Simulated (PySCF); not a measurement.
# The bond of KMg, level by level

The task here is to estimate one member of a computed series from the others.

The runs use PySCF 2.14.0; K 3-21G, Mg 3-21G, no relativity.

Set-up of the first run:

The job is set up so:

| Property | Result |
| --- | --- |
| atoms | K, Mg |
| charge | 0 |
| basis | K 3-21G, Mg 3-21G |
| Hamiltonian | no relativity |
| basis functions | 30 |
| electrons treated | 31 |
| masses in u | 38.9637, 23.9850 |
| levels | PBE0, PBE, r²SCAN, M06-2X, r²SCANh, BP86, CAM-B3LYP, HF, MP2, SCS-MP2, CCSD, CCSD(T) |
| grid | 80 radial by 434 angular points |
| occupations | held fixed by the projection of orbital angular momentum |
| dissociation limit | K + Mg, each in its ground configuration |
| starting distance in angstrom | 3.300 |
| values of 2S to try | 1, 3 |

The run is started by

```console
$ OMP_NUM_THREADS=1 python dia.py task.json out
```

Steps of the session up to this table: Input; First curve: PBE0; Excited determinants; PBE (GGA); r²SCAN (meta-GGA); M06-2X; r²SCANh; BP86 (GGA); CAM-B3LYP (range-separated hybrid); ROHF (mean field); Adding correlation.

One of the session's tables, all rows but one given; the rest of the session is left out.

Energy (eV) from each level's lowest point:

```
R (Å)   ROHF  ROHF-MP2  ROHF-SCS-MP2  ROHF-CCSD  ROHF-CCSD(T)
3.478  0.261     0.223         0.231        n/a           n/a
3.640  0.182     0.149         0.156      0.142         0.139
3.801      ?         ?             ?          ?             ?
3.923  0.094     0.068         0.074      0.064         0.062
4.044  0.069     0.047         0.053      0.044         0.042
4.165  0.051     0.032         0.037      0.029         0.028
4.327  0.033     0.017         0.021      0.015         0.014
4.529  0.018     0.007         0.010      0.005         0.005
4.772  0.007     0.001         0.003      0.000         0.000
5.095  0.000     0.000         0.000        n/a           n/a
```

**Question.** Estimate the row for R (Å) = 3.801.

Worked estimate for «ROHF». A straight line through the neighbours (3.640, 0.182) and (3.923, 0.094) gives 0.182 + (0.094 − 0.182) × (3.801 − 3.640) / (3.923 − 3.640) = 0.132; a parabola fitted to 4 rows on both sides gives 0.125.

The run gave: ROHF: 0.125; ROHF-MP2: 0.096; ROHF-SCS-MP2: 0.103; ROHF-CCSD: 0.091; ROHF-CCSD(T): 0.089. In «ROHF» the line misses by +0.007 and the parabola by 0.000.

Limits of these values: The bond is weak, and basis-set superposition, which was not computed, may be a sizeable part of it.
